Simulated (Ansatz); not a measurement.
# NiPdO2: the cost of one run

Method: DFT LDA+U (U_eff = 3 eV on Ni d, Pd d), plane waves, PAW, in Ansatz 0.2.0.

2 further runs of the same task are left out: 2 that didn't finish.

## 1. The system as given

The structure is trigonal, space group R-3m (No. 166). The conventional cell has a = 3.272 Å, b = 3.272 Å, c = 18.530 Å, α = 90.00°, β = 90.00°, γ = 120.00°. Pd (site symmetry -3m) is surrounded by 2 O at 1.98 Å. Ni (site symmetry -3m) has 6 O at 2.19 Å as nearest neighbours. O (site symmetry 3m) has 1 Pd at 1.98 Å and 3 Ni at 2.19 Å as nearest neighbours.

Coordinates:

```cif
data_structure
_symmetry_space_group_name_H-M 'P 1'
_symmetry_Int_Tables_number 1
_cell_length_a 6.4592
_cell_length_b 6.4592
_cell_length_c 6.4592
_cell_angle_alpha 29.343
_cell_angle_beta 29.343
_cell_angle_gamma 29.343
_cell_volume 57.27
loop_
_atom_site_label
_atom_site_type_symbol
_atom_site_fract_x
_atom_site_fract_y
_atom_site_fract_z
_atom_site_occupancy
Pd1 Pd 0.00000 0.00000 0.00000 1
Ni1 Ni 0.50000 0.50000 0.50000 1
O1 O 0.10660 0.10660 0.10660 1
O2 O 0.89340 0.89340 0.89340 1
```

## 2. Ferromagnetic start, free, symmetry kept, no search

File input.yaml:

```yaml
crystal:
  lattice:
    - [1.63597259, 0.94452921, 6.17674138]
    - [-1.63597259, 0.94452921, 6.17674138]
    - [0.0, -1.88905843, 6.17674138]
  atoms:
    - { symbol: Pd, position: [0.0, 0.0, 0.0], spin: 2.0 }
    - { symbol: Ni, position: [0.5, 0.5, 0.5], spin: 2.0 }
    - { symbol: O, position: [0.1066, 0.1066, 0.1066] }
    - { symbol: O, position: [0.8934, 0.8934, 0.8934] }
basis:
  ecutwfc: 420
  ecutrho_ratio: 4
kpoints:
  mp_grid: { grid: [7, 7, 7] }
hamiltonian:
  xc: lda
  hubbard:
    sites: [{ site: 0, l: d, u_eff: 3.0 }, { site: 1, l: d, u_eff: 3.0 }]
scf:
  occupations: { method: gaussian, width: 0.05 }
  lower_state_search: "off"
  max_iter: 150
output:
  forces: true
  stress: true
  eigenvalues: true
  populations: true
  hubbard: { sites: [{ site: 0, l: d }, { site: 1, l: d }] }
magnetization:
  spin_polarized: true
```

On the command line:

```console
ansatz run input.yaml --threads 2 --pin off --max-ram 3072MiB --backend cpu --events-out ev --progress --plain --runs-dir out
```

What time and memory should one allow on 2 threads of Arm Neoverse V1, shared host?

About 13 s, with a peak of 0.47 GiB.
